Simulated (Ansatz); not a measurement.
Run this with Ansatz's Python interface and show what comes out.

The script, `torsion_ch4b2o2.py`:
```python
"""Energy of CH4B2O2 as one group turns about a bond."""

import ansatz as az
from ase import Atoms

BASIS_SET = "def2-SVP"
FUNCTIONAL = "hf"
FMAX = 0.02


def main() -> None:
    atoms = Atoms(["B", "O", "B", "C", "O", "H", "H", "H", "H"], positions=[
        (1.5756, -0.3011, -0.9265),
        (1.4497, 0.0116, 0.4962),
        (0.0318, 0.3982, 0.7406),
        (-1.3715, -0.0222, 0.7095),
        (-1.1147, 1.2738, 0.4824),
        (1.8273, 0.6214, -1.6911),
        (1.3769, -1.3499, -1.3411),
        (-1.9013, -0.1655, 1.6882),
        (-1.7853, -0.5126, -0.1753),
    ])

    # relax first, so that the scan starts from a minimum
    first = (
        az.Crystal.molecule_from_ase(atoms).calculation()
        .basis(gaussian=BASIS_SET)
        .functional(FUNCTIONAL)
        .relax(force_tolerance=FMAX, max_steps=80)
    )
    atoms.positions = first.run(threads=1, backend="cpu").report["positions_ang"]

    start = atoms.get_dihedral(2, 1, 0, 5)
    energies = {}
    for turn in range(0, 360, 30):
        turned = atoms.copy()
        turned.set_dihedral(2, 1, 0, 5, start + turn, indices=[0, 5, 6])
        setup = (
            az.Crystal.molecule_from_ase(turned).calculation()
            .basis(gaussian=BASIS_SET)
            .functional(FUNCTIONAL)
        )
        energies[round((start + turn) % 360)] = setup.run(threads=1, backend="cpu").report["free_energy_ev"]
    floor = min(energies.values())
    print("dihedral B2-O1-B0-H5 (deg)   E - E(min) (kJ/mol)")
    for angle, e in sorted(energies.items()):
        print(f"{angle:8d} {96.485332 * (e - floor):14.3f}  " + "#" * int(30 * (e - floor) / max(max(energies.values()) - floor, 1e-9)))


if __name__ == "__main__":
    main()
```

```console
$ python torsion_ch4b2o2.py
dihedral B2-O1-B0-H5 (deg)   E - E(min) (kJ/mol)
       1          0.595
      31          5.355  ########
      61         14.353  #######################
      91         18.510  ##############################
     121         13.682  ######################
     151          4.467  #######
     181          0.000
     211          4.809  #######
     241         14.015  ######################
     271         18.509  #############################
     301         14.018  ######################
     331          5.012  ########
```

The scan is rigid and the energies are electronic, in a modest basis. With rigid groups the curve can differ much from the relaxed path, the start wasn't checked as a minimum of this torsion, and equivalent turns needn't return to the same energy. Hardware and time: 53 s on 1 thread of Intel(R) Xeon(R) Processor @ 2.30GHz, with other jobs on the host, peak memory 0.27 GiB.
